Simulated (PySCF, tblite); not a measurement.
# C₇H₁₂OSi: geometry, infrared bands and NMR shifts

Aim: predict the infrared bands and NMR shifts of C₇H₁₂OSi (`O=C1C=CC[C@@H](C[SiH3])C1`).

Programs: tblite 0.8.0 and PySCF 2.14.0, with density-fitted response routines of our own. Each step states its level of theory. These are calculated values for one molecule in the gas phase, unless marked as measured. Atoms are numbered from 0 throughout.

### 1 The starting structure

21 atoms, charge 0, multiplicity 1; geometry from: force field or distance geometry start.

Bonds of the start (Å): O0–C1 1.22, C1–C2 1.47, C2–C3 1.34, C3–C4 1.50, C4–C5 1.54, C5–C6 1.55, C6–Si7 1.88, C5–C8 1.53, C8–C1 1.53, C2–H9 1.10, C3–H10 1.08, C4–H11 1.10, C4–H12 1.10, C5–H13 1.10, C6–H14 1.09, C6–H15 1.11, Si7–H16 1.49, Si7–H17 1.47, Si7–H18 1.48, C8–H19 1.09, C8–H20 1.10.

### 2 Relaxing the molecule with GFN2-xTB

What the job is given:

```
{"job": {"kind": "relax", "xc": "GFN2-xTB", "basis": "xTB"}, "charge": 0, "multiplicity": 1}
O     -3.234500    -1.540900    -0.721100
C     -2.352100    -0.783400    -0.350400
C     -2.630500     0.647200    -0.135100
C     -1.674000     1.493100     0.255400
C     -0.245500     1.077000     0.480900
C      0.105900    -0.230000    -0.264000
C      1.500900    -0.768600     0.135300
Si     3.007100     0.180300    -0.461200
C     -0.959000    -1.296000     0.009800
H     -3.667100     0.967400    -0.294300
H     -1.924200     2.526800     0.446500
H      0.392700     1.886200     0.110100
H     -0.068100     0.984700     1.561000
H      0.110600    -0.022300    -1.344600
H      1.601600    -1.782600    -0.250900
H      1.555700    -0.856200     1.243300
H      2.976700     0.269100    -1.943300
H      2.983100     1.542000     0.101700
H      4.242000    -0.509700    -0.027600
H     -0.758700    -2.178000    -0.597800
H     -0.971400    -1.589400     1.066400
```

Command:

```console
> OMP_NUM_THREADS=1 python probes_run.py task.json out
```

One launch serves the whole session: the jobs run in the order shown.

**Question.** This job is followed by: GFN2-xTB harmonic vibrations, gas phase; GIAO PBE0/pcSseg-1 NMR shielding, non-relativistic, gas phase. What will the session give for the following? strongest single infrared mode (GFN2-xTB); zero-point energy (GFN2-xTB); 13C shifts against TMS (PBE0/pcSseg-1); 1H shifts against TMS (PBE0/pcSseg-1, means over atoms taken as alike); 17O shifts against H2O (PBE0/pcSseg-1); 29Si shifts against TMS (PBE0/pcSseg-1).

As calculated:

| quantity | value |
| --- | --- |
| strongest single infrared mode (GFN2-xTB) | 1733 cm⁻¹, 390 km/mol |
| zero-point energy (GFN2-xTB) | 104.2 kcal/mol |
| 13C shifts against TMS (PBE0/pcSseg-1) | 202.0, 156.7, 137.1, 53.9, 39.0, 37.6, 18.9 ppm |
| 1H shifts against TMS (PBE0/pcSseg-1, means over atoms taken as alike) | 7.24, 6.22, 3.89, 2.39, 2.35, 2.09, 1.92, 1.84, 0.94, 0.70 ppm |
| 17O shifts against H2O (PBE0/pcSseg-1) | 676.0 ppm |
| 29Si shifts against TMS (PBE0/pcSseg-1) | -73.6 ppm |

Relaxing lowered the energy by 0.100 eV in 95 steps; the close pair that moved most is C6–Si7, from 1.877 to 1.905 Å. All 57 modes are real, so the xTB geometry is a minimum. The strongest single mode, at 1733 cm⁻¹, moves mainly C1 and O0. Unscaled tight-binding wavenumbers are off by several per cent, some by more. Its intensities can rank the bands wrongly. The most deshielded carbon is C1 (ketone carbonyl carbon), at 202.0 ppm: low-lying n→π* states of the double bond to the heteroatom give a large paramagnetic term (-263 ppm). H10 (hydrogen on a β carbon of a C=C–C=O unit) lies farthest downfield among hydrogen, at 7.24 ppm; attached to an sp2 carbon and in the plane of the double bond. At PBE0/pcSseg-1: The widest tensor belongs to O0: span 1294 ppm, with a paramagnetic part of -735 ppm.
